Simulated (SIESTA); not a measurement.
HfB:

```xyz
2
Lattice="0.0000 2.3100 2.3100 2.3100 0.0000 2.3100 2.3100 2.3100 0.0000" Properties=species:S:1:pos:R:3 pbc="T T T"
Hf    2.3100    2.3100    2.3100
B     0.0000    0.0000    0.0000
```

Base run:

```yaml
Program: SIESTA 5.4.2
Functional: LDA
Potentials_or_basis: PseudoDojo 0.4 standard (LDA files)
Basis: DZP (energy shift 0.003 Ry; two zetas on semicore shells)
Grid_cutoff: 800 Ry
Energy_shift: 0.003 Ry
k_mesh: 10 × 10 × 10
Occupations: fermi-dirac, width 0.05 eV
Spin: no spin polarisation
```

Its results: band gap on the k mesh none (metal or under the smearing width); pressure 19.2 GPa.

Task: The run is repeated on the same cell with these changes: functional from LDA to PBEsol; potentials or basis from PseudoDojo 0.4 standard (LDA files) to PseudoDojo 0.4 standard (PBEsol files). What comes out?

Result: Band gap on the k mesh none (metal or under the smearing width); pressure 25.4 GPa.

Caveats: short orbitals over semicore shells can move pressures by several GPa; the basis of atomic orbitals isn't converged, which shifts pressures, moduli and gaps; so large a pressure means that the cell lies far from this level's equilibrium, or that cutoff or potentials fall short (some runs).

Not every run made on this cell is shown here.
